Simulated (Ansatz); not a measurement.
# Si₂H₇Cl (built from SMILES [SiH3]Cl.[SiH4]): search for a transition state, part 2 of 3

Ansatz 0.2.0, Gaussian basis; PBE0-D4.

## Step 7: Relaxing after a step of 0.30 Å one way along the mode

downa/in.yaml reads:

```yaml
crystal:
  periodic: [false, false, false]
  atoms:
    - {symbol: Si, position_ang: [-0.588150, 0.950477, -0.529037]}
    - {symbol: H, position_ang: [-0.380079, -1.169150, -0.488413]}
    - {symbol: H, position_ang: [-2.073017, 0.728138, -0.412854]}
    - {symbol: H, position_ang: [-0.283122, 2.312842, -0.023024]}
    - {symbol: Cl, position_ang: [-0.152591, 1.034451, -2.566732]}
    - {symbol: H, position_ang: [-0.246526, -1.626646, -0.211127]}
    - {symbol: Si, position_ang: [0.778494, -0.505406, 0.880519]}
    - {symbol: H, position_ang: [-0.464880, -0.682662, 1.553797]}
    - {symbol: H, position_ang: [1.703524, -0.783937, -0.230842]}
    - {symbol: H, position_ang: [1.706348, -0.258106, 2.027614]}
basis:
  gaussian: {orbitals: def2-TZVP}
hamiltonian: {xc: pbe0, dispersion: d4}
relax: {f_tol: 0.005, max_steps: 200}
```

The run is started by

```
$ ansatz run in.yaml --threads 4 --pin off --events-out ev --progress --plain --max-ram 9574MiB
```

The log of the run:

```text
Functional definition: PBE0
  name "PBE0"
  cite "Adamo & Barone, J. Chem. Phys. 110, 6158 (1999) doi:10.1063/1.478522"
  cite "Perdew, Burke & Ernzerhof, Phys. Rev. Lett. 77, 3865 (1996) doi:10.1103/PhysRevLett.77.3865"
  parent pbe
  parameter a = 0.25
  parameter kappa = 0.804
  parameter beta = 0.06672455060314922
  exchange = (1 - a)*pbe_x(kappa = kappa, mu = beta*pi^2/3) + a*exact_x
  correlation = pbe_c(beta = beta)
1112 factors; their error is unknown
mean field evaluation 1: about -28377.9488 eV, gradient 1.5e1 eV
mean field evaluation 2: about -28378.4894 eV, gradient 8.0e0 eV
mean field evaluation 4: about -28378.6502 eV, gradient 7.2e-1 eV
mean field evaluation 8: about -28378.7526 eV, gradient 1.5e-1 eV
mean field evaluation 16: about -28378.7526 eV, gradient 1.5e-5 eV
mean field -28378.75260167 eV, -1042.8999223021 hartree, gradient 1.5e-5 eV, S^2 0.000000; 0 other end points of the search recorded, 0 dependent functions left out
the calculation of the forces begins
reference -28378.75263565 eV, -1042.8999235509 hartree; 26, 26 occupied and 127, 127 virtual orbitals, 1112 factors
relax step   1: F+E_penalty+E_count = -28378.94568508 eV  Δ(F+E_penalty+E_count) = +0.000e0 eV  max|allowed force component| = 1.292e1 eV/Å  Δτ_max = 0.0000 Å  (26 SCF iters, accepted)
these checks for a lower state are left out or cut short: starts, cluster_reference, orbital_swaps, neighbouring_geometries, increment
1112 factors; their error is unknown
mean field -28380.87925080 eV, -1042.9780752161 hartree, gradient 1.9e-5 eV, S^2 0.000000; 0 other end points of the search recorded, 0 dependent functions left out
the calculation of the forces begins
reference -28380.87928499 eV, -1042.9780764724 hartree; 26, 26 occupied and 127, 127 virtual orbitals, 1112 factors
relax step   2: F+E_penalty+E_count = -28381.07251217 eV  Δ(F+E_penalty+E_count) = -2.127e0 eV  max|allowed force component| = 1.932e0 eV/Å  Δτ_max = 0.1949 Å  (29 SCF iters, accepted)
these checks for a lower state are left out or cut short: starts, cluster_reference, orbital_swaps, neighbouring_geometries, increment
1112 factors; their error is unknown
mean field -28381.52691540 eV, -1043.0018764509 hartree, gradient 8.3e-6 eV, S^2 0.000000; 0 other end points of the search recorded, 0 dependent functions left out
the calculation of the forces begins
reference -28381.52694992 eV, -1043.0018777195 hartree; 26, 26 occupied and 127, 127 virtual orbitals, 1112 factors
relax step   3: F+E_penalty+E_count = -28381.72047381 eV  Δ(F+E_penalty+E_count) = -6.480e-1 eV  max|allowed force component| = 5.745e-1 eV/Å  Δτ_max = 0.1950 Å  (27 SCF iters, accepted)
[... from here on, the SCF cycles and remarks between the steps are left out ...]
relax step   4: F+E_penalty+E_count = -28382.10324270 eV  Δ(F+E_penalty+E_count) = -3.828e-1 eV  max|allowed force component| = 5.033e-1 eV/Å  Δτ_max = 0.1950 Å  (26 SCF iters, accepted)
relax step   5: F+E_penalty+E_count = -28382.27710226 eV  Δ(F+E_penalty+E_count) = -1.739e-1 eV  max|allowed force component| = 2.008e-1 eV/Å  Δτ_max = 0.1949 Å  (27 SCF iters, accepted)
relax step   6: F+E_penalty+E_count = -28382.34910793 eV  Δ(F+E_penalty+E_count) = -7.201e-2 eV  max|allowed force component| = 1.187e-1 eV/Å  Δτ_max = 0.2000 Å  (27 SCF iters, accepted)
relax step   7: F+E_penalty+E_count = -28382.38093195 eV  Δ(F+E_penalty+E_count) = -3.182e-2 eV  max|allowed force component| = 5.512e-2 eV/Å  Δτ_max = 0.2000 Å  (26 SCF iters, accepted)
relax step   8: F+E_penalty+E_count = -28382.38586344 eV  Δ(F+E_penalty+E_count) = -4.931e-3 eV  max|allowed force component| = 6.574e-2 eV/Å  Δτ_max = 0.0985 Å  (26 SCF iters, accepted)
relax step   9: F+E_penalty+E_count = -28382.39058257 eV  Δ(F+E_penalty+E_count) = -4.719e-3 eV  max|allowed force component| = 7.000e-2 eV/Å  Δτ_max = 0.1442 Å  (26 SCF iters, accepted)
relax step  10: F+E_penalty+E_count = -28382.38968403 eV  Δ(F+E_penalty+E_count) = +8.985e-4 eV  max|allowed force component| = 3.860e-1 eV/Å  Δτ_max = 0.0381 Å  (26 SCF iters, rejected (line search))
relax step  11: F+E_penalty+E_count = -28382.39156518 eV  Δ(F+E_penalty+E_count) = -9.826e-4 eV  max|allowed force component| = 5.344e-2 eV/Å  Δτ_max = 0.0186 Å  (27 SCF iters, accepted)
relax step  12: F+E_penalty+E_count = -28382.39531146 eV  Δ(F+E_penalty+E_count) = -3.746e-3 eV  max|allowed force component| = 1.529e-2 eV/Å  Δτ_max = 0.1000 Å  (25 SCF iters, accepted)
relax step  13: F+E_penalty+E_count = -28382.36707100 eV  Δ(F+E_penalty+E_count) = +2.824e-2 eV  max|allowed force component| = 1.081e0 eV/Å  Δτ_max = 0.1464 Å  (25 SCF iters, rejected (line search))
relax step  14: F+E_penalty+E_count = -28382.39772858 eV  Δ(F+E_penalty+E_count) = -2.417e-3 eV  max|allowed force component| = 2.031e-2 eV/Å  Δτ_max = 0.0732 Å  (26 SCF iters, accepted)
relax step  15: F+E_penalty+E_count = -28382.40000786 eV  Δ(F+E_penalty+E_count) = -2.279e-3 eV  max|allowed force component| = 8.612e-2 eV/Å  Δτ_max = 0.0731 Å  (26 SCF iters, accepted)
relax step  16: F+E_penalty+E_count = -28382.40178998 eV  Δ(F+E_penalty+E_count) = -1.782e-3 eV  max|allowed force component| = 2.428e-1 eV/Å  Δτ_max = 0.1097 Å  (25 SCF iters, accepted)
relax step  17: F+E_penalty+E_count = -28382.40004510 eV  Δ(F+E_penalty+E_count) = +1.745e-3 eV  max|allowed force component| = 3.418e-1 eV/Å  Δτ_max = 0.0943 Å  (25 SCF iters, rejected (line search))
relax step  18: F+E_penalty+E_count = -28382.40562772 eV  Δ(F+E_penalty+E_count) = -3.838e-3 eV  max|allowed force component| = 7.191e-2 eV/Å  Δτ_max = 0.0463 Å  (26 SCF iters, accepted)
relax step  19: F+E_penalty+E_count = -28382.40915973 eV  Δ(F+E_penalty+E_count) = -3.532e-3 eV  max|allowed force component| = 2.843e-2 eV/Å  Δτ_max = 0.0844 Å  (26 SCF iters, accepted)
relax step  20: F+E_penalty+E_count = -28382.41322381 eV  Δ(F+E_penalty+E_count) = -4.064e-3 eV  max|allowed force component| = 4.963e-2 eV/Å  Δτ_max = 0.1215 Å  (25 SCF iters, accepted)
relax step  21: F+E_penalty+E_count = -28382.41308020 eV  Δ(F+E_penalty+E_count) = +1.436e-4 eV  max|allowed force component| = 2.161e-1 eV/Å  Δτ_max = 0.1853 Å  (26 SCF iters, rejected (line search))
relax step  22: F+E_penalty+E_count = -28382.41625045 eV  Δ(F+E_penalty+E_count) = -3.027e-3 eV  max|allowed force component| = 4.784e-2 eV/Å  Δτ_max = 0.0912 Å  (25 SCF iters, accepted)
relax step  23: F+E_penalty+E_count = -28382.41847226 eV  Δ(F+E_penalty+E_count) = -2.222e-3 eV  max|allowed force component| = 5.212e-2 eV/Å  Δτ_max = 0.0948 Å  (25 SCF iters, accepted)
relax step  24: F+E_penalty+E_count = -28382.41980574 eV  Δ(F+E_penalty+E_count) = -1.333e-3 eV  max|allowed force component| = 1.157e-1 eV/Å  Δτ_max = 0.1388 Å  (26 SCF iters, accepted)
relax step  25: F+E_penalty+E_count = -28382.42091965 eV  Δ(F+E_penalty+E_count) = -1.114e-3 eV  max|allowed force component| = 1.127e-1 eV/Å  Δτ_max = 0.0370 Å  (26 SCF iters, accepted)
relax step  26: F+E_penalty+E_count = -28382.42237536 eV  Δ(F+E_penalty+E_count) = -1.456e-3 eV  max|allowed force component| = 5.192e-2 eV/Å  Δτ_max = 0.0174 Å  (27 SCF iters, accepted)
relax step  27: F+E_penalty+E_count = -28382.42363258 eV  Δ(F+E_penalty+E_count) = -1.257e-3 eV  max|allowed force component| = 2.019e-2 eV/Å  Δτ_max = 0.0363 Å  (26 SCF iters, accepted)
relax step  28: F+E_penalty+E_count = -28382.42567761 eV  Δ(F+E_penalty+E_count) = -2.045e-3 eV  max|allowed force component| = 3.088e-2 eV/Å  Δτ_max = 0.1022 Å  (25 SCF iters, accepted)
relax step  29: F+E_penalty+E_count = -28382.42312989 eV  Δ(F+E_penalty+E_count) = +2.548e-3 eV  max|allowed force component| = 1.943e-1 eV/Å  Δτ_max = 0.1956 Å  (26 SCF iters, rejected (line search))
relax step  30: F+E_penalty+E_count = -28382.42681083 eV  Δ(F+E_penalty+E_count) = -1.133e-3 eV  max|allowed force component| = 3.696e-2 eV/Å  Δτ_max = 0.0408 Å  (26 SCF iters, accepted)
relax step  31: F+E_penalty+E_count = -28382.42807340 eV  Δ(F+E_penalty+E_count) = -1.263e-3 eV  max|allowed force component| = 2.118e-2 eV/Å  Δτ_max = 0.0727 Å  (25 SCF iters, accepted)
relax step  32: F+E_penalty+E_count = -28382.42824543 eV  Δ(F+E_penalty+E_count) = -1.720e-4 eV  max|allowed force component| = 4.981e-2 eV/Å  Δτ_max = 0.0644 Å  (26 SCF iters, accepted)
relax step  33: F+E_penalty+E_count = -28382.42857906 eV  Δ(F+E_penalty+E_count) = -3.336e-4 eV  max|allowed force component| = 3.846e-2 eV/Å  Δτ_max = 0.0186 Å  (27 SCF iters, accepted)
relax step  34: F+E_penalty+E_count = -28382.42886321 eV  Δ(F+E_penalty+E_count) = -2.842e-4 eV  max|allowed force component| = 2.143e-2 eV/Å  Δτ_max = 0.0191 Å  (27 SCF iters, accepted)
relax step  35: F+E_penalty+E_count = -28382.42906441 eV  Δ(F+E_penalty+E_count) = -2.012e-4 eV  max|allowed force component| = 3.907e-2 eV/Å  Δτ_max = 0.0242 Å  (27 SCF iters, accepted)
relax step  36: F+E_penalty+E_count = -28382.42916223 eV  Δ(F+E_penalty+E_count) = -9.782e-5 eV  max|allowed force component| = 5.283e-2 eV/Å  Δτ_max = 0.0261 Å  (27 SCF iters, accepted)
relax step  37: F+E_penalty+E_count = -28382.42926963 eV  Δ(F+E_penalty+E_count) = -1.074e-4 eV  max|allowed force component| = 2.857e-2 eV/Å  Δτ_max = 0.0088 Å  (20 SCF iters, accepted)
relax step  38: F+E_penalty+E_count = -28382.42934946 eV  Δ(F+E_penalty+E_count) = -7.983e-5 eV  max|allowed force component| = 3.519e-3 eV/Å  Δτ_max = 0.0178 Å  (22 SCF iters, accepted)
relax step  39: F+E_penalty+E_count = -28382.42938397 eV  Δ(F+E_penalty+E_count) = -3.451e-5 eV  max|allowed force component| = 7.924e-3 eV/Å  Δτ_max = 0.0245 Å  (27 SCF iters, accepted)
relax step  40: F+E_penalty+E_count = -28382.42938499 eV  Δ(F+E_penalty+E_count) = -1.017e-6 eV  max|allowed force component| = 1.443e-2 eV/Å  Δτ_max = 0.0182 Å  (21 SCF iters, accepted)
relax step  41: F+E_penalty+E_count = -28382.42939519 eV  Δ(F+E_penalty+E_count) = -1.020e-5 eV  max|allowed force component| = 6.227e-3 eV/Å  Δτ_max = 0.0020 Å  (19 SCF iters, accepted)
these checks for a lower state are left out or cut short: starts, cluster_reference, orbital_swaps, neighbouring_geometries, increment
1112 factors; their error is unknown
mean field -28382.25227680 eV, -1043.0285329909 hartree, gradient 3.8e-5 eV, S^2 0.000000; 0 other end points of the search recorded, 0 dependent functions left out
the calculation of the forces begins
reference -28382.25231396 eV, -1043.0285343565 hartree; 26, 26 occupied and 127, 127 virtual orbitals, 1112 factors
relax step  42: F+E_penalty+E_count = -28382.42939878 eV  Δ(F+E_penalty+E_count) = -3.590e-6 eV  max|allowed force component| = 1.052e-3 eV/Å  Δτ_max = 0.0022 Å  (18 SCF iters, accepted)
1112 factors; their error is unknown
mean field -28382.25227680 eV, -1043.0285329909 hartree, gradient 3.8e-5 eV, S^2 0.000000; 1 other end points of the search recorded, 0 dependent functions left out
the calculation of the forces begins
reference -28382.25231396 eV, -1043.0285343565 hartree; 26, 26 occupied and 127, 127 virtual orbitals, 1112 factors
Total energy: -28382.42943594 eV, -1043.0350434690 hartree
Atom 0 at    -0.523341     1.127159    -0.191630 Å, force    -0.000113     0.000042     0.000712 eV/Å
Atom 1 at    -0.769804    -1.899748    -1.923009 Å, force     0.000411     0.000270    -0.000532 eV/Å
Atom 2 at    -1.874312     0.513535    -0.234003 Å, force    -0.000320    -0.000075     0.000377 eV/Å
Atom 3 at    -0.653458     2.547787     0.220469 Å, force    -0.000074     0.000080     0.000158 eV/Å
Atom 4 at     0.238677     1.103627    -2.111681 Å, force     0.000511    -0.000051    -0.001052 eV/Å
Atom 5 at    -1.064551    -2.447448    -1.509828 Å, force    -0.000210    -0.000269     0.000342 eV/Å
Atom 6 at     0.930229    -0.050157     1.210833 Å, force    -0.000105    -0.000075     0.000021 eV/Å
Atom 7 at     0.390324    -0.046489     2.597635 Å, force    -0.000005     0.000141     0.000100 eV/Å
Atom 8 at     1.061657    -1.452069     0.737817 Å, force    -0.000122    -0.000033     0.000044 eV/Å
Atom 9 at     2.264579     0.603804     1.203300 Å, force     0.000028    -0.000029    -0.000170 eV/Å
Dipole moment:    -0.060818    -0.022199     0.272853 e Å
```

Run time: 59 s. Hardware: 4 threads of Arm Neoverse V2, shared host.

Relaxation path: (not every step is listed) (the energy doesn't fall at every step)

```
step  energy from step 1 (eV)  largest force component (eV/Å)
   1                   0.0000                         12.9223
   2                  -2.1268                          1.9315
   3                  -2.7748                          0.5745
   4                  -3.1576                          0.5033
   5                  -3.3314                          0.2008
   6                  -3.4034                          0.1187
   7                  -3.4352                          0.0551
   8                  -3.4402                          0.0657
   9                  -3.4449                          0.0700
  11                  -3.4459                          0.0534
  13                  -3.4214                          1.0806
  15                  -3.4543                          0.0861
  17                  -3.4544                          0.3418
  19                  -3.4635                          0.0284
  21                  -3.4674                          0.2161
  23                  -3.4728                          0.0521
  25                  -3.4752                          0.1127
  27                  -3.4779                          0.0202
  29                  -3.4774                          0.1943
  31                  -3.4824                          0.0212
  33                  -3.4829                          0.0385
  35                  -3.4834                          0.0391
  37                  -3.4836                          0.0286
  38                  -3.4837                          0.0035
  39                  -3.4837                          0.0079
  40                  -3.4837                          0.0144
  41                  -3.4837                          0.0062
  42                  -3.4837                          0.0011
```

Close pairs (by a distance rule), those that changed most:

```
   bond  before (Å)  after (Å)  change (Å)
  H2–H6       0.551      0.747      +0.195
Si1–Si7       2.444      2.338      -0.106
 Si7–H8       1.425      1.488      +0.063
 Si1–H3       1.506      1.484      -0.022
Si1–Cl5       2.085      2.066      -0.020
 Si7–H9       1.473      1.485      +0.013
Si7–H10       1.496      1.486      -0.010
 Si1–H4       1.485      1.485      -0.000
```

(Continued in part 3 of 3.)
